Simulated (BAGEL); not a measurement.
# One shape, several levels: AlNH3SCl (SMILES [NH2][Al]([SH])[Cl])

Aim: a comparison of 3 runs (B3LYP/6-31G*, PBE0/6-31G*, RI-MP2/6-31G*) of AlNH3SCl. 

The calculation is run with BAGEL 1.2.2.

1 further run of the same task is left out (set aside as unsound or not needed).

## Step 1: The system as given

AlNH3SCl: 7 atoms, total charge 0, spin state singlet. As SMILES, `[NH2][Al]([SH])[Cl]`. The coordinates come from a PBE0-D4/def2-TZVP relaxation. This is one conformer, not always the lowest.

Bond lengths: N1–Al2 1.754 Å, Al2–S3 2.173 Å, Al2–Cl4 2.090 Å, N1–H5 1.006 Å, N1–H6 1.007 Å, S3–H7 1.345 Å. Angles: N1–Al2–S3 123.5°, N1–Al2–Cl4 119.0°, S3–Al2–Cl4 117.6°, Al2–N1–H5 125.8°, Al2–N1–H6 123.5°, Al2–S3–H7 92.8°, H5–N1–H6 110.7°.

## Step 2: A single-point energy at B3LYP/6-31G(d) (density fitting with qzvpp-jkfit, spherical functions) (run 1)

dft.json

```json
{ "bagel" : [

{
  "title" : "molecule",
  "basis" : "6-31gs.json",
  "df_basis" : "qzvpp-jkfit",
  "angstrom" : true,
  "geometry" : [
    { "atom" : "N", "xyz" : [   -0.598800,    1.046400,    0.138100 ] },
    { "atom" : "Al", "xyz" : [   -0.190200,   -0.603900,   -0.292900 ] },
    { "atom" : "S", "xyz" : [    1.742400,   -1.506400,    0.120700 ] },
    { "atom" : "Cl", "xyz" : [   -1.622200,   -1.783300,   -1.255600 ] },
    { "atom" : "H", "xyz" : [    0.007900,    1.701500,    0.601700 ] },
    { "atom" : "H", "xyz" : [   -1.494400,    1.464800,   -0.053800 ] },
    { "atom" : "H", "xyz" : [    2.216500,   -0.387100,    0.696300 ] }
  ]
},
{
  "title" : "ks",
  "xc_func" : "b3lyp"
},
{
  "title" : "print",
  "file" : "orbitals.molden",
  "orbitals" : true
}

]}
```

The basis set 6-31G* is read from a file made from the Basis Set Exchange's data (not shown).

Command:

```
$ BAGEL_NUM_THREADS=1 BAGEL dft.json > dft.out
```

Standard output:

```text
* using 1 threads per process

  ===============================================================
  ===============================================================

  *** Geometry ***

  { "atom" : "N", "xyz" : [     -1.131568,      1.977409,      0.260971 ] },
  { "atom" : "Al", "xyz" : [     -0.359426,     -1.141206,     -0.553501 ] },
  { "atom" : "S", "xyz" : [      3.292659,     -2.846683,      0.228090 ] },
  { "atom" : "Cl", "xyz" : [     -3.065514,     -3.369949,     -2.372740 ] },
  { "atom" : "H", "xyz" : [      0.014929,      3.215369,      1.137048 ] },
  { "atom" : "H", "xyz" : [     -2.824007,      2.768071,     -0.101667 ] },
  { "atom" : "H", "xyz" : [      4.188578,     -0.731513,      1.315816 ] },

  Number of auxiliary basis functions:      515

  Since a DF basis is specified, we compute 2- and 3-index integrals:
    o Being stored without compression. Storage requirement is 0.023 GB

  Number of basis functions:       74
  Number of electrons      :       56

    * METHOD: MOLECULE                             0.27

  *** Kohn-Sham DFT ***

    * Removing 12240 points whose weight is below 1.00e-10
    * Grid points: 92102

  === Nuclear Repulsion ===
   244.2037823352

       - DIIS with orbital gradients will be used.

  === KS iteration (b3lyp / 6-31gs.json) ===
      0      -1129.36415556          0.11849841           0.37
      1      -1078.18285158          0.16648365           0.65
      2      -1112.90456994          0.10053012           0.37
      3      -1137.31590957          0.09921831           0.35
      4      -1156.01745528          0.04468804           0.36
      5      -1157.33541545          0.01562719           0.36
      6      -1157.48992031          0.00622076           0.36
      7      -1157.51648984          0.00183890           0.36
      8      -1157.51826919          0.00093135           0.38
      9      -1157.51878858          0.00032138           0.36
     10      -1157.51886778          0.00005966           0.35
     11      -1157.51886941          0.00001609           0.37
     12      -1157.51886956          0.00000577           0.36
     13      -1157.51886959          0.00000213           0.37
     14      -1157.51886959          0.00000045           0.38
     15      -1157.51886959          0.00000032           0.35
     16      -1157.51886959          0.00000008           0.36
     17      -1157.51886959          0.00000003           0.35
     18      -1157.51886959          0.00000000           0.35
    * SCF iteration converged.

    * Permanent dipole moment:
           (   -0.092746,    -1.300288,    -0.496451) a.u.

    * METHOD: KS                                   7.68

    * METHOD: PRINT                                0.02

  ===============================================================
```

Run time: 8.4 s. Hardware: 1 thread of AMD EPYC 7B13 (Zen 3), shared host; peak memory 0.37 GiB.

## Step 3: The energy at PBE0/6-31G(d) (density fitting with qzvpp-jkfit, spherical functions) (run 2)

dft.json

```json
{ "bagel": [

{
  "title": "molecule",
  "basis": "6-31gs.json",
  "df_basis": "qzvpp-jkfit",
  "angstrom": "true",
  "geometry": [
    { "atom": "N", "xyz": [   -0.598800,    1.046400,    0.138100 ] },
    { "atom": "Al", "xyz": [   -0.190200,   -0.603900,   -0.292900 ] },
    { "atom": "S", "xyz": [    1.742400,   -1.506400,    0.120700 ] },
    { "atom": "Cl", "xyz": [   -1.622200,   -1.783300,   -1.255600 ] },
    { "atom": "H", "xyz": [    0.007900,    1.701500,    0.601700 ] },
    { "atom": "H", "xyz": [   -1.494400,    1.464800,   -0.053800 ] },
    { "atom": "H", "xyz": [    2.216500,   -0.387100,    0.696300 ] }
  ]
},
{
  "title": "ks",
  "xc_func": "pbe0"
},
{
  "title": "print",
  "file": "orbitals.molden",
  "orbitals": "true"
}

]}
```

The basis set 6-31G* is read from a file made from the Basis Set Exchange's data (not shown).

Command:

```
$ BAGEL_NUM_THREADS=1 BAGEL dft.json > dft.out
```

Standard output:

```text
* using 1 threads per process

  ===============================================================
  ===============================================================

  *** Geometry ***

  { "atom" : "N", "xyz" : [     -1.131568,      1.977409,      0.260971 ] },
  { "atom" : "Al", "xyz" : [     -0.359426,     -1.141206,     -0.553501 ] },
  { "atom" : "S", "xyz" : [      3.292659,     -2.846683,      0.228090 ] },
  { "atom" : "Cl", "xyz" : [     -3.065514,     -3.369949,     -2.372740 ] },
  { "atom" : "H", "xyz" : [      0.014929,      3.215369,      1.137048 ] },
  { "atom" : "H", "xyz" : [     -2.824007,      2.768071,     -0.101667 ] },
  { "atom" : "H", "xyz" : [      4.188578,     -0.731513,      1.315816 ] },

  Number of auxiliary basis functions:      515

  Since a DF basis is specified, we compute 2- and 3-index integrals:
    o Being stored without compression. Storage requirement is 0.023 GB

  Number of basis functions:       74
  Number of electrons      :       56

    * METHOD: MOLECULE                             0.28

  *** Kohn-Sham DFT ***

    * Removing 12240 points whose weight is below 1.00e-10
    * Grid points: 92102

  === Nuclear Repulsion ===
   244.2037823352

       - DIIS with orbital gradients will be used.

  === KS iteration (pbe0 / 6-31gs.json) ===
      0      -1128.89670356          0.11825476           0.37
      1      -1085.56411162          0.15473422           0.65
      2      -1113.36071575          0.10708894           0.36
      3      -1138.45997262          0.09694395           0.38
      4      -1153.15076511          0.06047880           0.40
      5      -1154.57043642          0.04295019           0.41
      6      -1156.70755691          0.02177540           0.37
      7      -1156.93429493          0.00866589           0.37
      8      -1156.98150050          0.00608230           0.38
      9      -1156.99586930          0.00252685           0.38
     10      -1157.00020507          0.00055670           0.36
     11      -1157.00038597          0.00011666           0.39
     12      -1157.00039760          0.00001931           0.38
     13      -1157.00039782          0.00000474           0.38
     14      -1157.00039783          0.00000164           0.37
     15      -1157.00039783          0.00000043           0.37
     16      -1157.00039783          0.00000008           0.37
     17      -1157.00039783          0.00000005           0.37
     18      -1157.00039783          0.00000001           0.37
     19      -1157.00039783          0.00000001           0.38
    * SCF iteration converged.

    * Permanent dipole moment:
           (   -0.094107,    -1.332240,    -0.508287) a.u.

    * METHOD: KS                                   8.36

    * METHOD: PRINT                                0.02

  ===============================================================
```

It took 9 s on 1 thread of AMD EPYC 7B13 (Zen 3), shared host; peak memory 0.37 GiB.

## Step 4: The energy at RI-MP2/6-31G(d) (density fitting with qzvpp-jkfit, spherical functions) (run 3)

job.json

```json
{ "bagel" : [

{
  "title" : "molecule",
  "basis" : "6-31gs.json",
  "df_basis" : "qzvpp-jkfit",
  "angstrom" : true,
  "geometry" : [
    { "atom" : "N", "xyz" : [   -0.598800,    1.046400,    0.138100 ] },
    { "atom" : "Al", "xyz" : [   -0.190200,   -0.603900,   -0.292900 ] },
    { "atom" : "S", "xyz" : [    1.742400,   -1.506400,    0.120700 ] },
    { "atom" : "Cl", "xyz" : [   -1.622200,   -1.783300,   -1.255600 ] },
    { "atom" : "H", "xyz" : [    0.007900,    1.701500,    0.601700 ] },
    { "atom" : "H", "xyz" : [   -1.494400,    1.464800,   -0.053800 ] },
    { "atom" : "H", "xyz" : [    2.216500,   -0.387100,    0.696300 ] }
  ]
},
{ "title" : "hf" },
{ "title" : "mp2", "ncore" : 16 }

]}
```

The basis set 6-31G* is read from a file made from the Basis Set Exchange's data (not shown).

Command:

```
$ BAGEL_NUM_THREADS=1 BAGEL job.json > job.out
```

Standard output:

```text
* using 1 threads per process

  ===============================================================
  ===============================================================

  *** Geometry ***

  { "atom" : "N", "xyz" : [     -1.131568,      1.977409,      0.260971 ] },
  { "atom" : "Al", "xyz" : [     -0.359426,     -1.141206,     -0.553501 ] },
  { "atom" : "S", "xyz" : [      3.292659,     -2.846683,      0.228090 ] },
  { "atom" : "Cl", "xyz" : [     -3.065514,     -3.369949,     -2.372740 ] },
  { "atom" : "H", "xyz" : [      0.014929,      3.215369,      1.137048 ] },
  { "atom" : "H", "xyz" : [     -2.824007,      2.768071,     -0.101667 ] },
  { "atom" : "H", "xyz" : [      4.188578,     -0.731513,      1.315816 ] },

  Number of auxiliary basis functions:      515

  Since a DF basis is specified, we compute 2- and 3-index integrals:
    o Being stored without compression. Storage requirement is 0.023 GB

  Number of basis functions:       74
  Number of electrons      :       56

    * METHOD: MOLECULE                             0.27

  *** RHF ***

  === Nuclear Repulsion ===
   244.2037823352

      * DIIS with orbital gradients will be used.

  === RHF iteration (6-31gs.json) ===
      0      -1155.06036861          0.01980313           0.08
      1      -1155.19415164          0.01156304           0.07
      2      -1155.24763448          0.00133702           0.07
      3      -1155.24899092          0.00029334           0.07
      4      -1155.24907524          0.00007233           0.07
      5      -1155.24908166          0.00002055           0.07
      6      -1155.24908214          0.00000640           0.07
      7      -1155.24908219          0.00000157           0.10
      8      -1155.24908220          0.00000039           0.08
      9      -1155.24908220          0.00000019           0.07
     10      -1155.24908220          0.00000005           0.07
     11      -1155.24908220          0.00000002           0.07
     12      -1155.24908220          0.00000000           0.07
    * SCF iteration converged.

    * Permanent dipole moment:
           (   -0.080901,    -1.333045,    -0.503589) a.u.

    * METHOD: HF                                   1.15

  *** RHF ***

  === Nuclear Repulsion ===
   244.2037823352

      * DIIS with orbital gradients will be used.

  === RHF iteration (6-31gs.json) ===
      0      -1155.24908220          0.00000000           0.07
    * SCF iteration converged.

    * Permanent dipole moment:
           (   -0.080901,    -1.333045,    -0.503589) a.u.

  === DF-MP2 calculation ===

    * freezing 16 orbitals
    * 3-index integral transformation done
    * assembly done

      MP2 correlation energy:   -0.4573546755      0.02

      MP2 total energy:       -1155.7064368728

    * METHOD: MP2                                  0.18

  ===============================================================
```

Run time: 1.9 s. Hardware: 1 thread of AMD EPYC 7B13 (Zen 3), shared host; peak memory 0.12 GiB.

## Step 5: Overview of the runs

```csv
run,level,frozen core orbitals,energy (Eh),dipole moment (D),HOMO energy (eV),LUMO energy (eV),wall time
1,"B3LYP/6-31G* (density fitting with qzvpp-jkfit, spherical functions)",–,-1157.518870,3.55,-7.22,-0.60,8.4 s
2,"PBE0/6-31G* (density fitting with qzvpp-jkfit, spherical functions)",–,-1157.000398,3.63,-7.53,-0.38,9 s
3,"RI-MP2/6-31G* (density fitting with qzvpp-jkfit, spherical functions)",16,-1155.706437,–,–,–,1.9 s
```

## Step 6: Summary of results

```
                                           quantity           value
                                run 3: total energy  -1155.70644 Eh
run 3: correlation energy (16 core orbitals frozen)      -457.4 mEh
```

In words: Totals of different functionals can't be ranked against each other. All runs together took 19 s, the longest 9 s.
